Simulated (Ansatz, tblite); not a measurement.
# The cluster SiB₈: a ladder of methods and basis sets

An exercise on one series of results from a longer session: the logs are not shown, and one member is left open.

Computed with Ansatz 0.2.0, Gaussian basis. Level: as each input shows.

The runs, in order: GFN1-xTB, GFN2-xTB, PBE-D4/def2-TZVP, r2SCAN-D4/def2-TZVP, ωB97X-V/def2-TZVP, HSE06-D4/def2-TZVP, LDA/def2-TZVP, PBE-D4/def2-SVP, PBE0-D4/def2-SVP, HF/STO-3G, PBE0-D4/def2-TZVPD, PBE-D4/def2-TZVPD, ωB97X-V/def2-TZVPD, CCSD(T)/def2-TZVP, RPA/def2-TZVP.

2 further runs of the same task are left out: 2 set aside as unsound or not needed.

## The structure

The singlet was relaxed beforehand with B3LYP-D4/def2-SVP. At that level it is the lowest of the isomers that a small search found.

9 atoms, charge 0, spin multiplicity 1.

Bond lengths: Si1–B2 2.124 Å, Si1–B8 1.916 Å, B2–B4 1.705 Å, B2–B5 1.775 Å, B2–B7 1.650 Å, B2–B8 1.696 Å, B3–B6 1.529 Å, B3–B9 1.546 Å, B4–B5 1.584 Å, B4–B8 1.548 Å, B5–B7 1.855 Å, B5–B9 1.635 Å, B6–B7 1.569 Å, B6–B9 1.777 Å. Angles: B2–Si1–B8 49.3°, Si1–B2–B4 113.1°, Si1–B2–B5 167.2°, Si1–B2–B7 127.4°, Si1–B2–B8 58.9°, B4–B2–B5 54.1°, B4–B2–B7 119.6°, B4–B2–B8 54.2°, B5–B2–B7 65.5°, B5–B2–B8 108.2°, B7–B2–B8 173.7°, B6–B3–B9 70.6°, B2–B4–B5 65.2°, B2–B4–B8 62.6°, B5–B4–B8 127.9°, B2–B5–B4 60.7°, B2–B5–B7 54.0°, B2–B5–B9 118.5° and more.

PBE0-D4/def2-TZVP was run before; its log isn't repeated, and its numbers join the tables.

Set-up of the first run:

Tight binding, by tblite at 300 K electronic temperature and without a spin-polarisation term:

```python
tblite.interface.Calculator('GFN1-xTB', numbers, positions, charge=0, uhf=0).singlepoint()
```

Tight binding, by tblite at 300 K electronic temperature and without a spin-polarisation term:

```python
tblite.interface.Calculator('GFN2-xTB', numbers, positions, charge=0, uhf=0).singlepoint()
```

start.molden holds the orbitals of an earlier run on this state, given as this run's starting guess.

File in.yaml:

```yaml
crystal:
  periodic: [false, false, false]
  atoms:
    - {symbol: Si, position_ang: [0.892427, -0.916039, -2.858938]}
    - {symbol: B, position_ang: [0.364414, -0.522389, -0.839590]}
    - {symbol: B, position_ang: [-1.225935, 2.119895, 1.996016]}
    - {symbol: B, position_ang: [0.707905, -1.823669, 0.207405]}
    - {symbol: B, position_ang: [0.064559, -0.558498, 0.910007]}
    - {symbol: B, position_ang: [-0.946496, 2.092498, 0.492639]}
    - {symbol: B, position_ang: [-0.309045, 0.855569, -0.231340]}
    - {symbol: B, position_ang: [1.052134, -2.005868, -1.291033]}
    - {symbol: B, position_ang: [-0.599953, 0.758500, 1.614834]}
basis:
  gaussian: {orbitals: def2-TZVP, initial_orbitals: start.molden}
hamiltonian: {xc: pbe, dispersion: d4}
scf: {omitted_lower_state_checks: [starts]}
output: {orbitals: {seedname: orbitals}}
```

Run with:

```bash
$ ansatz run in.yaml --threads 4 --pin off --events-out ev --progress --plain --max-ram 8704MiB
```

Steps of the session up to this table: PBE-D4/def2-TZVP; r2SCAN-D4/def2-TZVP; ωB97X-V/def2-TZVP; HSE06-D4/def2-TZVP; LDA/def2-TZVP; PBE-D4/def2-SVP; PBE0-D4/def2-SVP; HF/STO-3G; PBE0-D4/def2-TZVPD; PBE-D4/def2-TZVPD; ωB97X-V/def2-TZVPD; CCSD(T)/def2-TZVP; RPA/def2-TZVP.

One table of the session follows, with a row left open; its other results are not shown here.

It belongs to the step «Levels side by side». 

```
              level  HOMO (eV)  gap (eV)
          HF/STO-3G      -4.42      7.99
      LDA/def2-TZVP      -5.99      0.86
    PBE-D4/def2-SVP      -5.85      0.92
   PBE-D4/def2-TZVP          ?         ?
  PBE-D4/def2-TZVPD      -5.85      0.92
r2SCAN-D4/def2-TZVP      -5.98      1.12
   PBE0-D4/def2-SVP      -6.66      2.41
  PBE0-D4/def2-TZVP      -6.62      2.41
 PBE0-D4/def2-TZVPD      -6.62      2.41
 HSE06-D4/def2-TZVP      -6.26      1.69
  ωB97X-V/def2-TZVP      -8.45      6.14
 ωB97X-V/def2-TZVPD      -8.45      6.14
```

Q: Estimate the row for PBE-D4/def2-TZVP from the others.

The run gave: HOMO (eV): -5.84; gap (eV): 0.92. In the column «HOMO (eV)» it lies between PBE-D4/def2-TZVPD (-5.85) and HF/STO-3G (-4.42).

Caveats from the session: † marks a level with a doubtful state (flagged, unstable or spin-contaminated).
